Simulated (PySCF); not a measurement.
# TiF₂: relaxation and vibrations of the triplet

The task is one start of a wider search on TiF₂: the triplet, from a bent start. It is relaxed, tested by its Hessian and followed downhill if it is a saddle.

Computed with PySCF 2.14.0. Level: PBE0, basis Ti def2-TZVP, F def2-TZVP, no relativity, density fitting.

**1. The system as given**

3 atoms, charge 0, spin multiplicity 3.

Bond lengths: Ti1–F2 2.000 Å, Ti1–F3 2.000 Å. Angles: F2–Ti1–F3 110.0°.

```xyz
3
charge 0 multiplicity 3
Ti    0.0000    0.0000    0.0000
F     1.6383    0.0000    1.1472
F    -1.6383    0.0000    1.1472
```

**2. First SCF at the start**

The steps below are one call of a driver around PySCF. For each, scf.py gives the equivalent set-up of the SCF; relaxations use the driver's own optimiser. After this first run the driver tries any further starts and a stability analysis.

scf.py

```python
from pyscf import gto, scf, dft
mol = gto.M(atom='''
Ti     0.000000     0.000000     0.000000
F      1.638300     0.000000     1.147200
F     -1.638300     0.000000     1.147200''',
    basis={'Ti': 'def2-TZVP', 'F': 'def2-TZVP'},
    charge=0, spin=2)
mf = dft.UKS(mol, xc='PBE0')
mf.grids.atom_grid = (50, 194)
aux = {'Ti': 'def2-universal-JKFIT', 'F': 'def2-universal-JKFIT'}
mf = mf.density_fit(auxbasis=aux)
mf.conv_tol = 1e-08
mf.diis_space = 10
mf.max_cycle = 60
mf.init_guess = 'minao'
mf.verbose = 4
mf.kernel()
```

Started as:

```sh
$ OMP_NUM_THREADS=4 python axn.py task.json out
```

The runs that follow: Bent start, triplet: relaxation; Frequencies.

**Question.** What will these runs give? Wanted: minimum; geometry; wavenumbers; dipole moment; highest occupied, lowest empty level; polar-tensor charge of Ti1; zero-point energy; atomisation energy; ⟨S²⟩.

**Answer**, as computed:

| quantity | value |
| --- | --- |
| minimum | triplet, C2v |
| geometry | Ti–F 1.791 Å (×2); F–Ti–F 139.2° |
| wavenumbers (cm⁻¹) | 116 (a1), 643 (a1), 749 (b2) |
| dipole moment | 2.35 D |
| highest occupied, lowest empty level (either spin) | -5.75, -2.56 eV |
| polar-tensor charge of Ti1 | +1.47 e |
| zero-point energy | 9.0 kJ/mol |
| entropy at 298.15 K | 280.1 J/(mol K) |
| atomisation energy (no zero-point energy) | 1191 kJ/mol |
| ⟨S²⟩ | 2.004 |

In words: The bent start keeps its C2v symmetry and ends in a minimum. In the infrared the band at 749 cm⁻¹ (b2, stretch) leads. Most of the spin sits on Ti1 (Mulliken spin 2.04, against 2 for the whole molecule). Other starts or spin states, not run here, may lie lower. One determinant may miss the lowest occupation of an open d or f shell.
